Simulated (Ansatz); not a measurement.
**Pd (Fm-3m): other levels of theory at one geometry**

Task: rerun one cell of Pd (Fm-3m) with changes to spin–orbit coupling, and weigh what each level gives against its time. Whether the element takes this structure at low temperature is a separate question.

Method: DFT at several levels, plane waves, PAW, in Ansatz 0.2.0.

## 1. The starting structure

It takes space group Fm-3m (No. 225, cubic). The conventional cell has a = 3.942 Å, b = 3.942 Å, c = 3.942 Å, α = 90.00°, β = 90.00°, γ = 90.00°. Pd (site symmetry m-3m) is surrounded by 12 Pd at 2.79 Å.

Structure file:

```cif
data_structure
_symmetry_space_group_name_H-M 'P 1'
_symmetry_Int_Tables_number 1
_cell_length_a 2.7871
_cell_length_b 2.7871
_cell_length_c 2.7871
_cell_angle_alpha 60.000
_cell_angle_beta 60.000
_cell_angle_gamma 60.000
_cell_volume 15.31
loop_
_atom_site_label
_atom_site_type_symbol
_atom_site_fract_x
_atom_site_fract_y
_atom_site_fract_z
_atom_site_occupancy
Pd1 Pd 0.00000 0.00000 0.00000 1
```

An earlier run at PBE left this cell at 15.309 Å³/atom and -0.03 GPa (20×20×20 mesh), metallic.

Levels to run: PBE+SOC. Hardware: 1 thread of AMD EPYC (Zen 3), shared host.

## 2. PBE+SOC

The input, input.yaml:

```yaml
crystal:
  lattice:
    - [0.0, 1.9707693755, 1.9707693755]
    - [1.9707693755, 0.0, 1.9707693755]
    - [1.9707693755, 1.9707693755, 0.0]
  atoms:
    - { symbol: Pd, position: [0.0, 0.0, 0.0] }
basis:
  ecutwfc: 420
  ecutrho_ratio: 4
kpoints:
  mp_grid: { grid: [20, 20, 20] }
hamiltonian:
  xc: pbe
scf:
  occupations: { method: gaussian, width: 0.05 }
output:
  forces: true
  stress: true
  eigenvalues: true
  populations: true
  dos: { projected: true, de: 0.02 }
magnetization:
  noncollinear: true
  spin_orbit: true
```

Started as:

```
$ ansatz run input.yaml --threads 1 --pin off --max-ram 2560MiB --backend cpu --events-out ev --progress --plain --runs-dir out
```

Before running it: what results should come out? Wanted: for each run, pressure.

**Answer**, as computed:

| level | mesh | gap on the mesh (eV) | pressure (GPa) | time |
| --- | --- | --- | --- | --- |
| PBE | 20×20×20 | metal | 0.0 | 28 s* |
| PBE+SOC | 20×20×20 | metal | 0.1 | 36 s* |

Times are on 1 thread of AMD EPYC (Zen 3), shared host. * Includes bands or densities of states.

The pressure runs from 0.0 GPa (PBE) to 0.1 GPa (PBE+SOC); a negative pressure means that level wants a smaller cell, a positive one a larger cell. Every level gives a metal. Total energies of different levels have different zeros and can't be compared.
